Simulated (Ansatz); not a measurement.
# CuCH3 (singlet): PBE, r2SCAN, PBE0, B3LYP, BHLYP, wB97M-V, B2PLYP, RPA-PBE over displaced geometries, def2-SVP, part 2 of 2

Ansatz 0.2.0, Gaussian basis; def2-SVP, all electrons in the functionals, frozen cores in the correlation of double hybrids and RPA. The steps go on from the part before.

## (14) BHLYP, charge 0, singlet

in.yaml

```yaml
crystal:
  periodic: [false, false, false]
  atoms:
    - {symbol: Cu, position_ang: [-0.377161, 0.002910, 0.002316]}
    - {symbol: C, position_ang: [1.523640, -0.011756, -0.009355]}
    - {symbol: H, position_ang: [1.866198, -1.047900, -0.006366]}
    - {symbol: H, position_ang: [1.883641, 0.506670, 0.880916]}
    - {symbol: H, position_ang: [1.872582, 0.497849, -0.909073]}
basis:
  gaussian: {orbitals: def2-SVP}
hamiltonian: {xc: {name: BHLYP}}
```

Command:

```
> ansatz run in.yaml --threads 1 --pin off --events-out ev --progress --plain --max-ram 2393MiB
```

Output:

```text
Functional definition: BHLYP
  name "BHLYP"
  cite "Becke, J. Chem. Phys. 98, 1372 (1993) doi:10.1063/1.464304"
  cite "Becke, Phys. Rev. A 38, 3098 (1988) doi:10.1103/PhysRevA.38.3098"
  cite "Lee, Yang & Parr, Phys. Rev. B 37, 785 (1988) doi:10.1103/PhysRevB.37.785"
  parameter a = 0.5
  exchange = (1 - a)*b88_x + a*exact_x
  correlation = lyp_c
652 factors; integrals over basis functions are off by at most 1.2e-3 eV
mean field evaluation 1: about -45710.3586 eV, gradient 5.6e1 eV
mean field evaluation 2: about -45701.1922 eV, gradient 1.1e2 eV
mean field evaluation 4: about -45716.0780 eV, gradient 4.2e0 eV
mean field evaluation 8: about -45716.3037 eV, gradient 1.8e-1 eV
mean field evaluation 16: about -45716.3039 eV, gradient 4.4e-5 eV
mean field -45716.30387766 eV, -1680.0431798804 hartree, gradient 5.2e-5 eV, S^2 0.000000; 0 other end points of the search recorded, 0 dependent functions left out
reference -45716.30401457 eV, -1680.0431849116 hartree; 19, 19 occupied and 41, 41 virtual orbitals, 652 factors
Total energy: -45716.30401457 eV, -1680.0431849116 hartree
```

Wall time 1.5 s (1 thread of Arm Neoverse V2, shared host).

## (15) BHLYP, displaced geometry v1

in.yaml

```yaml
crystal:
  periodic: [false, false, false]
  atoms:
    - {symbol: Cu, position_ang: [-0.375667, 0.005120, 0.005985]}
    - {symbol: C, position_ang: [1.524301, -0.025688, -0.016839]}
    - {symbol: H, position_ang: [1.914823, -1.002522, -0.056463]}
    - {symbol: H, position_ang: [1.829489, 0.489233, 0.860622]}
    - {symbol: H, position_ang: [1.776046, 0.496592, -0.980857]}
basis:
  gaussian: {orbitals: def2-SVP}
hamiltonian: {xc: {name: BHLYP}}
```

Launched as before.

Output:

```text
Functional definition: BHLYP
  name "BHLYP"
  cite "Becke, J. Chem. Phys. 98, 1372 (1993) doi:10.1063/1.464304"
  cite "Becke, Phys. Rev. A 38, 3098 (1988) doi:10.1103/PhysRevA.38.3098"
  cite "Lee, Yang & Parr, Phys. Rev. B 37, 785 (1988) doi:10.1103/PhysRevB.37.785"
  parameter a = 0.5
  exchange = (1 - a)*b88_x + a*exact_x
  correlation = lyp_c
646 factors; integrals over basis functions are off by at most 1.3e-3 eV
mean field evaluation 1: about -45710.1616 eV, gradient 5.6e1 eV
mean field evaluation 2: about -45701.2017 eV, gradient 1.0e2 eV
mean field evaluation 4: about -45715.9739 eV, gradient 4.3e0 eV
mean field evaluation 8: about -45716.2047 eV, gradient 1.8e-1 eV
mean field evaluation 16: about -45716.2050 eV, gradient 8.8e-5 eV
mean field -45716.20496418 eV, -1680.0395448768 hartree, gradient 3.2e-5 eV, S^2 0.000000; 0 other end points of the search recorded, 0 dependent functions left out
reference -45716.20510136 eV, -1680.0395499182 hartree; 19, 19 occupied and 41, 41 virtual orbitals, 646 factors
Total energy: -45716.20510136 eV, -1680.0395499182 hartree
```

Wall time 1.5 s (1 thread of Arm Neoverse V2, shared host).

From charge 0, singlet: +0.099 eV.

## (16) BHLYP, displaced geometry v2

in.yaml

```yaml
crystal:
  periodic: [false, false, false]
  atoms:
    - {symbol: Cu, position_ang: [-0.349374, 0.004219, 0.001265]}
    - {symbol: C, position_ang: [1.386552, -0.002073, 0.001188]}
    - {symbol: H, position_ang: [1.805731, -1.070641, -0.004004]}
    - {symbol: H, position_ang: [1.906282, 0.428659, 0.901492]}
    - {symbol: H, position_ang: [1.792165, 0.400705, -0.991380]}
basis:
  gaussian: {orbitals: def2-SVP}
hamiltonian: {xc: {name: BHLYP}}
```

Same command.

Output:

```text
Functional definition: BHLYP
  name "BHLYP"
  cite "Becke, J. Chem. Phys. 98, 1372 (1993) doi:10.1063/1.464304"
  cite "Becke, Phys. Rev. A 38, 3098 (1988) doi:10.1103/PhysRevA.38.3098"
  cite "Lee, Yang & Parr, Phys. Rev. B 37, 785 (1988) doi:10.1103/PhysRevB.37.785"
  parameter a = 0.5
  exchange = (1 - a)*b88_x + a*exact_x
  correlation = lyp_c
650 factors; integrals over basis functions are off by at most 1.1e-3 eV
mean field evaluation 1: about -45709.9189 eV, gradient 5.6e1 eV
mean field evaluation 2: about -45699.6566 eV, gradient 1.1e2 eV
mean field evaluation 4: about -45715.6300 eV, gradient 4.3e0 eV
mean field evaluation 8: about -45715.8594 eV, gradient 1.8e-1 eV
mean field evaluation 16: about -45715.8596 eV, gradient 8.7e-5 eV
mean field -45715.85962022 eV, -1680.0268537205 hartree, gradient 2.0e-5 eV, S^2 0.000000; 0 other end points of the search recorded, 0 dependent functions left out
reference -45715.85975506 eV, -1680.0268586757 hartree; 19, 19 occupied and 41, 41 virtual orbitals, 650 factors
Total energy: -45715.85975506 eV, -1680.0268586757 hartree
```

Run time: 1.5 s. Hardware: 1 thread of Arm Neoverse V2, shared host.

From charge 0, singlet: +0.444 eV.

## (17) wB97M-V, charge 0, singlet

in.yaml

```yaml
crystal:
  periodic: [false, false, false]
  atoms:
    - {symbol: Cu, position_ang: [-0.377161, 0.002910, 0.002316]}
    - {symbol: C, position_ang: [1.523640, -0.011756, -0.009355]}
    - {symbol: H, position_ang: [1.866198, -1.047900, -0.006366]}
    - {symbol: H, position_ang: [1.883641, 0.506670, 0.880916]}
    - {symbol: H, position_ang: [1.872582, 0.497849, -0.909073]}
basis:
  gaussian: {orbitals: def2-SVP}
hamiltonian: {xc: {name: wB97M-V}}
output: {forces: true, orbitals: {seedname: orbitals}}
```

Launched as before.

Output (excerpt; [...] marks lines left out):

```text
Functional definition: wB97M-V
  name "wB97M-V"
  cite "Mardirossian & Head-Gordon, J. Chem. Phys. 144, 214110 (2016) doi:10.1063/1.4952647"
  cite "Becke, J. Chem. Phys. 107, 8554 (1997) doi:10.1063/1.475007"
  cite "Vydrov & Van Voorhis, J. Chem. Phys. 133, 244103 (2010) doi:10.1063/1.3521275"
  # Of w^i u^j: cxij and so on, Table III.
[...]
  gx(w, u) = 1 - cx + cx01*u + cx10*w
  gss(w, u) = css00 + css04*u^4 + css10*w + css20*w^2 + css43*w^4*u^3
  gos(w, u) = cos00 + cos10*w + (cos20 + cos21*u)*w^2 + (cos60 + cos61*u)*w^6
[...]
      + integral(e_c_pw_mod_opposite_spin*gos(b97_w_opposite, b97_u_opposite)) + vv10(b, c)
652 factors; integrals over basis functions are off by at most 1.2e-3 eV
142 factors; integrals over basis functions are off by at most 1.9e-4 eV
[...]
mean field -45715.34211360 eV, -1680.0078357032 hartree, gradient 5.3e-5 eV, S^2 0.000000; 0 other end points of the search recorded, 0 dependent functions left out
[...]
reference -45715.34216363 eV, -1680.0078375416 hartree; 19, 19 occupied and 41, 41 virtual orbitals, 652 factors
Total energy: -45715.34216363 eV, -1680.0078375416 hartree
Atom 0 at    -0.377161     0.002910     0.002316 Å, force     0.060046    -0.000429    -0.000369 eV/Å
Atom 1 at     1.523640    -0.011756    -0.009355 Å, force    -0.579174     0.004530     0.003556 eV/Å
Atom 2 at     1.866198    -1.047900    -0.006366 Å, force     0.171257    -0.241961     0.000134 eV/Å
Atom 3 at     1.883641     0.506670     0.880916 Å, force     0.175223     0.119957     0.206678 eV/Å
Atom 4 at     1.872582     0.497849    -0.909073 Å, force     0.172648     0.117903    -0.209999 eV/Å
Dipole moment:    -0.521568     0.004025     0.003203 e Å
```

Run time: 8.5 s. Hardware: 1 thread of Arm Neoverse V2, shared host.

## (18) wB97M-V, displaced geometry v1

in.yaml

```yaml
crystal:
  periodic: [false, false, false]
  atoms:
    - {symbol: Cu, position_ang: [-0.375667, 0.005120, 0.005985]}
    - {symbol: C, position_ang: [1.524301, -0.025688, -0.016839]}
    - {symbol: H, position_ang: [1.914823, -1.002522, -0.056463]}
    - {symbol: H, position_ang: [1.829489, 0.489233, 0.860622]}
    - {symbol: H, position_ang: [1.776046, 0.496592, -0.980857]}
basis:
  gaussian: {orbitals: def2-SVP}
hamiltonian: {xc: {name: wB97M-V}}
output: {orbitals: {seedname: orbitals}}
```

Launched as before.

Output (excerpt; [...] marks lines left out):

```text
Functional definition: wB97M-V
  name "wB97M-V"
  cite "Mardirossian & Head-Gordon, J. Chem. Phys. 144, 214110 (2016) doi:10.1063/1.4952647"
  cite "Becke, J. Chem. Phys. 107, 8554 (1997) doi:10.1063/1.475007"
  cite "Vydrov & Van Voorhis, J. Chem. Phys. 133, 244103 (2010) doi:10.1063/1.3521275"
  # Of w^i u^j: cxij and so on, Table III.
[...]
  gx(w, u) = 1 - cx + cx01*u + cx10*w
  gss(w, u) = css00 + css04*u^4 + css10*w + css20*w^2 + css43*w^4*u^3
  gos(w, u) = cos00 + cos10*w + (cos20 + cos21*u)*w^2 + (cos60 + cos61*u)*w^6
[...]
      + integral(e_c_pw_mod_opposite_spin*gos(b97_w_opposite, b97_u_opposite)) + vv10(b, c)
646 factors; integrals over basis functions are off by at most 1.3e-3 eV
143 factors; integrals over basis functions are off by at most 1.9e-4 eV
[...]
mean field -45715.23564275 eV, -1680.0039229713 hartree, gradient 8.8e-5 eV, S^2 0.000000; 0 other end points of the search recorded, 0 dependent functions left out
reference -45715.23569287 eV, -1680.0039248133 hartree; 19, 19 occupied and 41, 41 virtual orbitals, 646 factors
Total energy: -45715.23569287 eV, -1680.0039248133 hartree
```

Run time: 7 s. Hardware: 1 thread of Arm Neoverse V2, shared host.

From charge 0, singlet: +0.106 eV.

## (19) wB97M-V, displaced geometry v2

in.yaml

```yaml
crystal:
  periodic: [false, false, false]
  atoms:
    - {symbol: Cu, position_ang: [-0.349374, 0.004219, 0.001265]}
    - {symbol: C, position_ang: [1.386552, -0.002073, 0.001188]}
    - {symbol: H, position_ang: [1.805731, -1.070641, -0.004004]}
    - {symbol: H, position_ang: [1.906282, 0.428659, 0.901492]}
    - {symbol: H, position_ang: [1.792165, 0.400705, -0.991380]}
basis:
  gaussian: {orbitals: def2-SVP}
hamiltonian: {xc: {name: wB97M-V}}
output: {orbitals: {seedname: orbitals}}
```

Same command.

Output (excerpt; [...] marks lines left out):

```text
Functional definition: wB97M-V
  name "wB97M-V"
  cite "Mardirossian & Head-Gordon, J. Chem. Phys. 144, 214110 (2016) doi:10.1063/1.4952647"
  cite "Becke, J. Chem. Phys. 107, 8554 (1997) doi:10.1063/1.475007"
  cite "Vydrov & Van Voorhis, J. Chem. Phys. 133, 244103 (2010) doi:10.1063/1.3521275"
  # Of w^i u^j: cxij and so on, Table III.
[...]
  gx(w, u) = 1 - cx + cx01*u + cx10*w
  gss(w, u) = css00 + css04*u^4 + css10*w + css20*w^2 + css43*w^4*u^3
  gos(w, u) = cos00 + cos10*w + (cos20 + cos21*u)*w^2 + (cos60 + cos61*u)*w^6
[...]
      + integral(e_c_pw_mod_opposite_spin*gos(b97_w_opposite, b97_u_opposite)) + vv10(b, c)
650 factors; integrals over basis functions are off by at most 1.1e-3 eV
142 factors; integrals over basis functions are off by at most 1.7e-4 eV
[...]
mean field -45715.00621313 eV, -1679.9954915883 hartree, gradient 2.8e-5 eV, S^2 0.000000; 0 other end points of the search recorded, 0 dependent functions left out
reference -45715.00626242 eV, -1679.9954933997 hartree; 19, 19 occupied and 41, 41 virtual orbitals, 650 factors
Total energy: -45715.00626242 eV, -1679.9954933997 hartree
```

It took 6.5 s on 1 thread of Arm Neoverse V2, shared host.

From charge 0, singlet: +0.336 eV.

## (20) B2PLYP, charge 0, singlet

in.yaml

```yaml
crystal:
  periodic: [false, false, false]
  atoms:
    - {symbol: Cu, position_ang: [-0.377161, 0.002910, 0.002316]}
    - {symbol: C, position_ang: [1.523640, -0.011756, -0.009355]}
    - {symbol: H, position_ang: [1.866198, -1.047900, -0.006366]}
    - {symbol: H, position_ang: [1.883641, 0.506670, 0.880916]}
    - {symbol: H, position_ang: [1.872582, 0.497849, -0.909073]}
basis:
  gaussian: {orbitals: def2-SVP}
hamiltonian: {xc: {name: B2PLYP}}
correlation: {electrons: outside_noble_gas}
```

Launched as before.

Output (excerpt; [...] marks lines left out):

```text
Functional definition: B2PLYP
  name "B2PLYP"
  cite "Grimme, J. Chem. Phys. 124, 034108 (2006) doi:10.1063/1.2148954"
  cite "Becke, Phys. Rev. A 38, 3098 (1988) doi:10.1103/PhysRevA.38.3098"
  cite "Lee, Yang & Parr, Phys. Rev. B 37, 785 (1988) doi:10.1103/PhysRevB.37.785"
[...]
652 factors; integrals over basis functions are off by at most 1.2e-3 eV
[...]
mean field -45703.86545210 eV, -1679.5860761719 hartree, gradient 1.7e-6 eV, S^2 0.000000; 0 other end points of the search recorded, 0 dependent functions left out
10 core orbitals not correlated: weight in the atoms' cores, before any rotation towards them, 1.000 or more for the frozen orbitals, at most 0.000 for the correlated occupied ones
reference -45703.86558024 eV, -1679.5860808810 hartree; 9, 9 occupied and 41, 41 virtual orbitals, 652 factors
second order -15.77553541 eV of doubles, -0.00000000 eV of singles
Total energy: -45708.12497480 eV, -1679.7426107440 hartree
```

Run time: 2.2 s. Hardware: 1 thread of Arm Neoverse V2, shared host.

## (21) B2PLYP, displaced geometry v1

in.yaml

```yaml
crystal:
  periodic: [false, false, false]
  atoms:
    - {symbol: Cu, position_ang: [-0.375667, 0.005120, 0.005985]}
    - {symbol: C, position_ang: [1.524301, -0.025688, -0.016839]}
    - {symbol: H, position_ang: [1.914823, -1.002522, -0.056463]}
    - {symbol: H, position_ang: [1.829489, 0.489233, 0.860622]}
    - {symbol: H, position_ang: [1.776046, 0.496592, -0.980857]}
basis:
  gaussian: {orbitals: def2-SVP}
hamiltonian: {xc: {name: B2PLYP}}
correlation: {electrons: outside_noble_gas}
```

Same command.

Output (excerpt; [...] marks lines left out):

```text
Functional definition: B2PLYP
  name "B2PLYP"
  cite "Grimme, J. Chem. Phys. 124, 034108 (2006) doi:10.1063/1.2148954"
  cite "Becke, Phys. Rev. A 38, 3098 (1988) doi:10.1103/PhysRevA.38.3098"
  cite "Lee, Yang & Parr, Phys. Rev. B 37, 785 (1988) doi:10.1103/PhysRevB.37.785"
[...]
646 factors; integrals over basis functions are off by at most 1.3e-3 eV
[...]
mean field -45703.76236420 eV, -1679.5822877614 hartree, gradient 4.5e-6 eV, S^2 0.000000; 0 other end points of the search recorded, 0 dependent functions left out
10 core orbitals not correlated: weight in the atoms' cores, before any rotation towards them, 1.000 or more for the frozen orbitals, at most 0.000 for the correlated occupied ones
reference -45703.76249277 eV, -1679.5822924863 hartree; 9, 9 occupied and 41, 41 virtual orbitals, 646 factors
second order -15.77952102 eV of doubles, -0.00000000 eV of singles
Total energy: -45708.02296344 eV, -1679.7388618957 hartree
```

Run time: 2.1 s. Hardware: 1 thread of Arm Neoverse V2, shared host.

From charge 0, singlet: +0.102 eV.

## (22) B2PLYP, displaced geometry v2

in.yaml

```yaml
crystal:
  periodic: [false, false, false]
  atoms:
    - {symbol: Cu, position_ang: [-0.349374, 0.004219, 0.001265]}
    - {symbol: C, position_ang: [1.386552, -0.002073, 0.001188]}
    - {symbol: H, position_ang: [1.805731, -1.070641, -0.004004]}
    - {symbol: H, position_ang: [1.906282, 0.428659, 0.901492]}
    - {symbol: H, position_ang: [1.792165, 0.400705, -0.991380]}
basis:
  gaussian: {orbitals: def2-SVP}
hamiltonian: {xc: {name: B2PLYP}}
correlation: {electrons: outside_noble_gas}
```

The command is unchanged.

Output (excerpt; [...] marks lines left out):

```text
Functional definition: B2PLYP
  name "B2PLYP"
  cite "Grimme, J. Chem. Phys. 124, 034108 (2006) doi:10.1063/1.2148954"
  cite "Becke, Phys. Rev. A 38, 3098 (1988) doi:10.1103/PhysRevA.38.3098"
  cite "Lee, Yang & Parr, Phys. Rev. B 37, 785 (1988) doi:10.1103/PhysRevB.37.785"
[...]
650 factors; integrals over basis functions are off by at most 1.1e-3 eV
[...]
mean field -45703.40291824 eV, -1679.5690783662 hartree, gradient 3.3e-6 eV, S^2 0.000000; 0 other end points of the search recorded, 0 dependent functions left out
10 core orbitals not correlated: weight in the atoms' cores, before any rotation towards them, 1.000 or more for the frozen orbitals, at most 0.000 for the correlated occupied ones
reference -45703.40304454 eV, -1679.5690830078 hartree; 9, 9 occupied and 41, 41 virtual orbitals, 650 factors
second order -16.07754524 eV of doubles, -0.00000000 eV of singles
Total energy: -45707.74398176 eV, -1679.7286095081 hartree
```

Run time: 2.2 s. Hardware: 1 thread of Arm Neoverse V2, shared host.

From charge 0, singlet: +0.381 eV.

## (23) RPA-PBE, charge 0, singlet

in.yaml

```yaml
crystal:
  periodic: [false, false, false]
  atoms:
    - {symbol: Cu, position_ang: [-0.377161, 0.002910, 0.002316]}
    - {symbol: C, position_ang: [1.523640, -0.011756, -0.009355]}
    - {symbol: H, position_ang: [1.866198, -1.047900, -0.006366]}
    - {symbol: H, position_ang: [1.883641, 0.506670, 0.880916]}
    - {symbol: H, position_ang: [1.872582, 0.497849, -0.909073]}
basis:
  gaussian: {orbitals: def2-SVP}
hamiltonian: {xc: {name: PBE}}
correlation: {method: rpa, electrons: outside_noble_gas}
```

Same command.

Output (excerpt; [...] marks lines left out):

```text
Functional definition: PBE
  name "PBE"
  cite "Perdew, Burke & Ernzerhof, Phys. Rev. Lett. 77, 3865 (1996) doi:10.1103/PhysRevLett.77.3865"
  parent pbe
[...]
652 factors; integrals over basis functions are off by at most 1.2e-3 eV
[...]
mean field -45710.35194329 eV, -1679.8244503267 hartree, gradient 5.7e-6 eV, S^2 0.000000; 0 other end points of the search recorded, 0 dependent functions left out
10 core orbitals not correlated: weight in the atoms' cores, before any rotation towards them, 1.000 or more for the frozen orbitals, at most 0.000 for the correlated occupied ones
reference -45666.51910501 eV, -1678.2136232306 hartree; 9, 9 occupied and 41, 41 virtual orbitals, 652 factors
Total energy: -45684.52828189 eV, -1678.8754482739 hartree
```

Wall time 1.8 s (1 thread of Arm Neoverse V2, shared host).

## (24) RPA-PBE, displaced geometry v1

in.yaml

```yaml
crystal:
  periodic: [false, false, false]
  atoms:
    - {symbol: Cu, position_ang: [-0.375667, 0.005120, 0.005985]}
    - {symbol: C, position_ang: [1.524301, -0.025688, -0.016839]}
    - {symbol: H, position_ang: [1.914823, -1.002522, -0.056463]}
    - {symbol: H, position_ang: [1.829489, 0.489233, 0.860622]}
    - {symbol: H, position_ang: [1.776046, 0.496592, -0.980857]}
basis:
  gaussian: {orbitals: def2-SVP}
hamiltonian: {xc: {name: PBE}}
correlation: {method: rpa, electrons: outside_noble_gas}
```

Launched as before.

Output (excerpt; [...] marks lines left out):

```text
Functional definition: PBE
  name "PBE"
  cite "Perdew, Burke & Ernzerhof, Phys. Rev. Lett. 77, 3865 (1996) doi:10.1103/PhysRevLett.77.3865"
  parent pbe
[...]
646 factors; integrals over basis functions are off by at most 1.3e-3 eV
[...]
mean field -45710.24617236 eV, -1679.8205633164 hartree, gradient 4.9e-6 eV, S^2 0.000000; 0 other end points of the search recorded, 0 dependent functions left out
10 core orbitals not correlated: weight in the atoms' cores, before any rotation towards them, 1.000 or more for the frozen orbitals, at most 0.000 for the correlated occupied ones
reference -45666.41179032 eV, -1678.2096794886 hartree; 9, 9 occupied and 41, 41 virtual orbitals, 646 factors
Total energy: -45684.41523148 eV, -1678.8712937480 hartree
```

Wall time 1.9 s (1 thread of Arm Neoverse V2, shared host).

From charge 0, singlet: +0.113 eV.

## (25) RPA-PBE, displaced geometry v2

in.yaml

```yaml
crystal:
  periodic: [false, false, false]
  atoms:
    - {symbol: Cu, position_ang: [-0.349374, 0.004219, 0.001265]}
    - {symbol: C, position_ang: [1.386552, -0.002073, 0.001188]}
    - {symbol: H, position_ang: [1.805731, -1.070641, -0.004004]}
    - {symbol: H, position_ang: [1.906282, 0.428659, 0.901492]}
    - {symbol: H, position_ang: [1.792165, 0.400705, -0.991380]}
basis:
  gaussian: {orbitals: def2-SVP}
hamiltonian: {xc: {name: PBE}}
correlation: {method: rpa, electrons: outside_noble_gas}
```

Same command.

Output (excerpt; [...] marks lines left out):

```text
Functional definition: PBE
  name "PBE"
  cite "Perdew, Burke & Ernzerhof, Phys. Rev. Lett. 77, 3865 (1996) doi:10.1103/PhysRevLett.77.3865"
  parent pbe
[...]
650 factors; integrals over basis functions are off by at most 1.1e-3 eV
[...]
mean field -45710.08426272 eV, -1679.8146132469 hartree, gradient 3.6e-6 eV, S^2 0.000000; 2 other end points of the search recorded, 0 dependent functions left out
10 core orbitals not correlated: weight in the atoms' cores, before any rotation towards them, 1.000 or more for the frozen orbitals, at most 0.000 for the correlated occupied ones
reference -45665.91425530 eV, -1678.1913954139 hartree; 9, 9 occupied and 41, 41 virtual orbitals, 650 factors
Total energy: -45684.08743571 eV, -1678.8592474757 hartree
```

Run time: 3 s. Hardware: 1 thread of Arm Neoverse V2, shared host.

From charge 0, singlet: +0.441 eV.

## (26) The comparison

The yardstick is RCCSDT(Q), where the cluster series has nearly closed. It and the other wave-function rows come from earlier runs at the same points. Energies in eV, counted from charge 0, singlet; blanks weren't run or aren't comparable.

| level | displacement v1 | displacement v2 |
| --- | --- | --- |
| RCCSDT(Q) | 0.111 | 0.429 |
| PBE | 0.106 | 0.268 |
| r2SCAN | 0.100 | 0.273 |
| PBE0 | 0.103 | 0.334 |
| B3LYP | 0.101 | 0.357 |
| BHLYP | 0.099 | 0.444 |
| wB97M-V | 0.106 | 0.336 |
| B2PLYP | 0.102 | 0.381 |
| RPA-PBE | 0.113 | 0.441 |
| RHF | 0.113 | 0.626 |
| RMP2 | 0.108 | 0.387 |
| RCCSD | 0.113 | 0.449 |
| RCCSD(T) | 0.111 | 0.427 |

Largest miss and mean time a point (RCCSDT(Q) took 99 s a point; shared hosts):

| level | largest miss (eV) | where | time a point |
| --- | --- | --- | --- |
| PBE | -0.162 | displacement v2 | 0.97 s |
| r2SCAN | -0.156 | displacement v2 | 2.5 s |
| PBE0 | -0.095 | displacement v2 | 1.5 s |
| B3LYP | -0.072 | displacement v2 | 1.4 s |
| BHLYP | +0.015 | displacement v2 | 1.5 s |
| wB97M-V | -0.093 | displacement v2 | 7.4 s |
| B2PLYP | -0.048 | displacement v2 | 2.2 s |
| RPA-PBE | +0.011 | displacement v2 | 2.2 s |
| RHF | +0.197 | displacement v2 |  |
| RMP2 | -0.042 | displacement v2 |  |
| RCCSD | +0.020 | displacement v2 |  |
| RCCSD(T) | -0.002 | displacement v2 | 2.3 s |

## (27) Summary of results

This closing draws on all 2 parts.

```
                  quantity                        value
displacement v1, RCCSDT(Q)                     0.111 eV
displacement v2, RCCSDT(Q)                     0.429 eV
         largest miss, PBE  -0.162 eV (displacement v2)
      largest miss, r2SCAN  -0.156 eV (displacement v2)
        largest miss, PBE0  -0.095 eV (displacement v2)
       largest miss, B3LYP  -0.072 eV (displacement v2)
       largest miss, BHLYP  +0.015 eV (displacement v2)
     largest miss, wB97M-V  -0.093 eV (displacement v2)
      largest miss, B2PLYP  -0.048 eV (displacement v2)
     largest miss, RPA-PBE  +0.011 eV (displacement v2)
    largest miss, RCCSD(T)  -0.002 eV (displacement v2)
```

**Reading.** Of the functionals, RPA-PBE keep the smallest largest miss at the points compared (at most 0.011 eV) and PBE strays most (0.162 eV, at displacement v2). Functionals and the yardstick converge differently with the basis, so part of each miss in def2-SVP is the basis.
